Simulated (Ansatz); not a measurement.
# CH₈AlGaSi: basis-set convergence

The task here is to estimate one member of a computed series from the others.

Program: Ansatz 0.2.0, Gaussian basis. Level of theory: one geometry, several basis sets. These are calculated values, not measurements.

The runs, in order: PBE0-D4/def2-SVP; ωB97M-V/def2-SVP; PBE0-D4/def2-QZVPP; ωB97M-V/def2-QZVPP; the functionals' def2-TZVPP values are taken from earlier runs.

### The geometry

The geometry comes from an earlier relaxation with PBE0-D4 in a triple-zeta def2 set; it is a stationary point, not always the lowest conformer.

SMILES `C[SiH2][AlH][GaH2]`, 12 atoms, charge 0, spin multiplicity 1.

Atoms are counted from 1 here; the program's logs count them from 0.

Bond lengths: C1–Si2 1.883 Å, C1–H5 1.092 Å, C1–H6 1.092 Å, C1–H7 1.092 Å, Si2–Al3 2.464 Å, Si2–H8 1.497 Å, Si2–H9 1.496 Å, Al3–Ga4 2.513 Å, Al3–H10 1.599 Å, Ga4–H11 1.581 Å, Ga4–H12 1.581 Å. Angles: Si2–C1–H5 110.9°, Si2–C1–H6 110.8°, Si2–C1–H7 110.7°, H5–C1–H6 108.3°, H5–C1–H7 108.3°, H6–C1–H7 107.8°, C1–Si2–Al3 115.9°, C1–Si2–H8 109.2°, C1–Si2–H9 109.3°, Al3–Si2–H8 108.1°, Al3–Si2–H9 108.6°, H8–Si2–H9 105.3°, Si2–Al3–Ga4 121.4°, Si2–Al3–H10 119.0°, Ga4–Al3–H10 119.6°, Al3–Ga4–H11 122.8°, Al3–Ga4–H12 122.9°, H11–Ga4–H12 114.3°.

Coordinates:

```xyz
12

C    -0.0916    2.5675    0.1453
Si   -0.7412    0.8086   -0.0291
Al    0.9491   -0.9803    0.0948
Ga    0.3238   -3.3953   -0.2092
H    -0.9070    3.2917    0.0843
H     0.6275    2.7946   -0.6448
H     0.4131    2.6997    1.1047
H    -1.7656    0.5540    1.0320
H    -1.4760    0.6802   -1.3262
H     2.4732   -0.5896    0.3791
H     0.3164   -4.1069   -1.6215
H    -0.1217   -4.3242    0.9905
```

Set-up of the first run:

Contents of in.yaml:

```yaml
crystal:
  periodic: [false, false, false]
  atoms:
    - {symbol: C, position_ang: [-0.091583, 2.567502, 0.145272]}
    - {symbol: Si, position_ang: [-0.741201, 0.808567, -0.029082]}
    - {symbol: Al, position_ang: [0.949084, -0.980291, 0.094759]}
    - {symbol: Ga, position_ang: [0.323787, -3.395292, -0.209191]}
    - {symbol: H, position_ang: [-0.907015, 3.291728, 0.084333]}
    - {symbol: H, position_ang: [0.627486, 2.794555, -0.644780]}
    - {symbol: H, position_ang: [0.413116, 2.699696, 1.104720]}
    - {symbol: H, position_ang: [-1.765615, 0.554025, 1.032019]}
    - {symbol: H, position_ang: [-1.475981, 0.680239, -1.326208]}
    - {symbol: H, position_ang: [2.473190, -0.589646, 0.379130]}
    - {symbol: H, position_ang: [0.316411, -4.106863, -1.621452]}
    - {symbol: H, position_ang: [-0.121677, -4.324209, 0.990478]}
basis:
  gaussian: {orbitals: def2-SVP}
hamiltonian: {xc: pbe0, dispersion: d4}
output: {orbitals: {seedname: orbitals}}
```

Run with:

```bash
ansatz run in.yaml --threads 4 --pin off --events-out ev --progress --plain --max-ram 10444MiB
```

Steps of the session up to this table: PBE0-D4 in def2-SVP; ωB97M-V in def2-SVP; PBE0-D4 in def2-QZVPP; ωB97M-V in def2-QZVPP.

One of the session's tables, all rows but one given; the rest of the session is left out.

It belongs to the step «Density functionals: the series». 

```
functional       basis  HOMO (eV)  LUMO (eV)
   PBE0-D4    def2-SVP      -6.66      -2.16
   PBE0-D4  def2-TZVPP      -6.64      -2.16
   PBE0-D4  def2-QZVPP          ?          ?
   ωB97M-V    def2-SVP      -8.53      -0.47
   ωB97M-V  def2-TZVPP      -8.53      -0.53
   ωB97M-V  def2-QZVPP      -8.53      -0.59
```

**Question.** Estimate the row for PBE0-D4, def2-QZVPP.

As computed: HOMO (eV): -6.63; LUMO (eV): -2.16. In the column «HOMO (eV)» it is the highest.
